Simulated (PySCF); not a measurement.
# [TbH3(NH3)]+: other functionals and bases at one geometry

The task here is to estimate one member of a computed series from the others.

Computed with PySCF 2.14.0. Level: several levels, as the steps say, no spin–orbit coupling.

1 further run of the same task is left out (for a known fault of the program).

### Where the work starts

8 atoms, charge 1, spin multiplicity 1.

Bond lengths: Tb1–H2 1.854 Å, Tb1–H3 1.854 Å, Tb1–H4 1.854 Å, Tb1–N5 2.366 Å, N5–H6 1.029 Å, N5–H7 1.029 Å, N5–H8 1.029 Å. Angles: H2–Tb1–H3 110.7°, H2–Tb1–H4 110.7°, H2–Tb1–N5 108.2°, H3–Tb1–H4 110.7°, H3–Tb1–N5 108.2°, H4–Tb1–N5 108.2°, Tb1–N5–H6 113.6°, Tb1–N5–H7 113.6°, Tb1–N5–H8 113.6°, H6–N5–H7 105.1°, H6–N5–H8 105.1°, H7–N5–H8 105.1°.

Coordinates:

```xyz
8
H6NTb
Tb    0.12592   -0.12592    0.12592
H     0.87739    0.93968    1.44398
H    -0.93968   -1.44398    0.87739
H     1.44398   -0.87739   -0.93968
N    -1.23981    1.23981   -1.23981
H    -1.27331    2.22301   -0.93671
H    -0.93671    1.27331   -2.22301
H    -2.22301    0.93671   -1.27331
```

Formal oxidation states: Tb +4. Each metal's 7 4f electrons lie in its core potential, so multiplicities, spins and levels count the valence alone. An earlier session relaxed this geometry at PBE0, Tb lcecp-2-SVP with ECP53, H def2-SVP, N def2-SVP (singlet, point group C3).

At PBE0 on the finer grid: E = -101.295713 Eh, frontier levels not given, since the 4f levels lie in the core, Mulliken charge on Tb1 +1.13 e, largest force component 0.006 eV/Å. 

Levels to run: wB97X; BLYP; PBE0, TZVP. Hardware: 2 threads of Arm Neoverse V2, shared host.

The first run:

The input, run.py (the lines that set the calculation):

```python
mol = gto.M(atom='''
Tb     0.12592    -0.12592     0.12592
H      0.87739     0.93968     1.44398
H     -0.93968    -1.44398     0.87739
H      1.44398    -0.87739    -0.93968
N     -1.23981     1.23981    -1.23981
H     -1.27331     2.22301    -0.93671
H     -0.93671     1.27331    -2.22301
H     -2.22301     0.93671    -1.27331''',
    basis={'Tb': 'lcecp-2-SVP', 'H': 'def2-SVP', 'N': 'def2-SVP'},
    ecp={'Tb': 'lcecp-2-SVP'},
    charge=1, spin=0)
mf = dft.RKS(mol, xc='WB97X')
mf.grids.atom_grid = (75, 302)  # f atoms: unpruned, at least (60, 302)
mf = mf.density_fit()  # fitting sets: Tb AutoAux, H def2-universal-JKFIT, N def2-universal-JKFIT
mf.conv_tol = 1e-08; mf.max_cycle = 55
mf.kernel(dm0)  # dm0: the density of the relaxed state
```

Run with:

```sh
OMP_NUM_THREADS=2 python run.py
```

Steps of the session up to this table: wB97X; BLYP; PBE0, TZVP.

One of the session's tables, all rows but one given; the rest of the session is left out.

```
              level  charge on Tb1 (e)  dipole (D)  largest force component (eV/Å)
PBE0 (relaxed here)               1.13        6.64                            0.01
              wB97X               1.17        6.77                            0.06
               BLYP                  ?           ?                               ?
         PBE0, TZVP               1.14        6.72                            0.26
```

Q: Estimate the row for BLYP from the others.

As computed: charge on Tb1 (e): 0.94; dipole (D): 6.60; largest force component (eV/Å): 0.40. In the column «charge on Tb1 (e)» it is the lowest.

The dipole of a charged species depends on the origin, so these sizes hold for this origin alone.

The largest leftover force, 0.40 eV/Å with BLYP, stands at a geometry relaxed at another level. With 4f in the core, its levels are missing from HOMO and gap, and its count is fixed, so no charge can pass from the ligands into it. Total energies of different levels can't be compared.
